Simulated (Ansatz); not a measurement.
# Si₂H₈ (built from SMILES [SiH4].[SiH4]): a reaction path by the nudged elastic band

What path joins these two structures, and how high does it climb? Both ends were relaxed at PBE0-D4 in triple zeta. A second band with other settings follows.

Method: PBE0-D4/def2-SVP; program: Ansatz 0.2.0, Gaussian basis.

22 further runs of the same task are left out: 22 set aside as unsound or not needed.

## Step 1: The system as given

The first end: 10 atoms, charge 0, spin multiplicity 1.

Atoms are counted from 1 here; the program's logs count them from 0.

Bond lengths: Si1–H2 1.484 Å, Si1–H3 1.485 Å, Si1–H4 1.485 Å, Si1–H5 1.485 Å, H6–Si7 1.485 Å, Si7–H8 1.485 Å, Si7–H9 1.485 Å, Si7–H10 1.485 Å. Angles: H2–Si1–H3 109.4°, H2–Si1–H4 109.6°, H2–Si1–H5 109.6°, H3–Si1–H4 109.3°, H3–Si1–H5 109.3°, H4–Si1–H5 109.6°, H6–Si7–H8 109.5°, H6–Si7–H9 109.5°, H6–Si7–H10 109.4°, H8–Si7–H9 109.5°, H8–Si7–H10 109.5°, H9–Si7–H10 109.5°.

Geometry (Å):

```
Si   -0.1012   -2.1174   -0.3695
H     1.2937   -1.7710    0.0009
H    -0.9449   -0.8964   -0.3134
H    -0.1275   -2.6704   -1.7470
H    -0.6325   -3.1262    0.5813
H     1.3388    1.2962    0.4238
Si    0.1023    2.1159    0.3695
H    -0.4950    2.0218   -0.9864
H    -0.8685    1.6150    1.3747
H     0.4349    3.5324    0.6661
```

The second end:

```
Si   -0.82442   -0.91377   -0.30441
H     2.69610   -1.27095    0.27479
H    -2.25413   -1.18289   -0.61652
H     0.00323   -1.33420   -1.46644
H    -0.43500   -1.72612    0.87905
H     2.70266   -0.53705    0.41045
Si   -0.52082    1.36344    0.13354
H    -0.91484    2.17108   -1.05204
H    -1.35675    1.77986    1.29157
H     0.90406    1.65051    0.45012
```

## Step 2: The band at PBE0-D4/def2-SVP

Input file neb/in.yaml:

```yaml
crystal:
  periodic: [false, false, false]
  atoms:
    - {symbol: Si, position_ang: [-0.101204, -2.117418, -0.369478]}
    - {symbol: H, position_ang: [1.293684, -1.770984, 0.000899]}
    - {symbol: H, position_ang: [-0.944884, -0.896406, -0.313401]}
    - {symbol: H, position_ang: [-0.127491, -2.670373, -1.746952]}
    - {symbol: H, position_ang: [-0.632491, -3.126227, 0.581296]}
    - {symbol: H, position_ang: [1.338773, 1.296233, 0.423805]}
    - {symbol: Si, position_ang: [0.102274, 2.115922, 0.369473]}
    - {symbol: H, position_ang: [-0.494955, 2.021768, -0.986391]}
    - {symbol: H, position_ang: [-0.868501, 1.614997, 1.374741]}
    - {symbol: H, position_ang: [0.434896, 3.532389, 0.666109]}
basis:
  gaussian: {orbitals: def2-SVP}
hamiltonian: {xc: pbe0, dispersion: d4}
neb:
  images: 5
  climbing: true
  max_iterations: 40
  initial_path: idpp
  final_atoms:
    - {symbol: Si, position_ang: [-0.824416, -0.913772, -0.304408]}
    - {symbol: H, position_ang: [2.696103, -1.270948, 0.274787]}
    - {symbol: H, position_ang: [-2.254126, -1.182888, -0.616523]}
    - {symbol: H, position_ang: [0.003225, -1.334201, -1.466444]}
    - {symbol: H, position_ang: [-0.434999, -1.726118, 0.879051]}
    - {symbol: H, position_ang: [2.702658, -0.537047, 0.410451]}
    - {symbol: Si, position_ang: [-0.520821, 1.363437, 0.133540]}
    - {symbol: H, position_ang: [-0.914842, 2.171078, -1.052043]}
    - {symbol: H, position_ang: [-1.356745, 1.779856, 1.291566]}
    - {symbol: H, position_ang: [0.904062, 1.650505, 0.450123]}
```

Run with:

```
$ ansatz run in.yaml --threads 2 --pin off --events-out ev --progress --plain --max-ram 4352MiB
```

## Step 3: The band at PBE0-D4/def2-SVPD, other settings

neb/in.yaml: that of step 2 with these lines changed.

```diff
@@ -14,8 +14,8 @@
 basis:
-  gaussian: {orbitals: def2-SVP}
+  gaussian: {orbitals: def2-SVPD}
 hamiltonian: {xc: pbe0, dispersion: d4}
 neb:
-  images: 5
-  climbing: true
-  max_iterations: 40
+  images: 3
+  climbing: immediate
+  max_iterations: 25
   initial_path: idpp
```

Q: Predict the outcome of this session. Wanted: from earlier runs: barrier over the separately found saddle, CCSD(T)/def2-TZVPP.

As calculated:

| quantity | value |
| --- | --- |
| PBE0-D4/def2-SVP, 17 iterations | highest 300.2 kJ/mol (image 3), last end +17.6 kJ/mol |
| PBE0-D4/def2-SVPD, 13 iterations | highest 294.7 kJ/mol (image 2), last end +16.1 kJ/mol |
| from earlier runs: barrier over the separately found saddle, CCSD(T)/def2-TZVPP | 329.0 kJ/mol |

**Reading.** The highest image lies 300.2 kJ/mol above the first end, and it climbed, so it estimates the saddle. The ends are not quite minima at this level (largest force component 0.53 eV/Å), so the heights are unreliable: relaxing the first end would lower it and raise the barrier above it. The highest image is 28.8 kJ/mol below the CCSD(T) barrier in triple zeta, which comes from separate runs on the saddle. The second band's highest image lies at 294.7 kJ/mol; the levels differ.
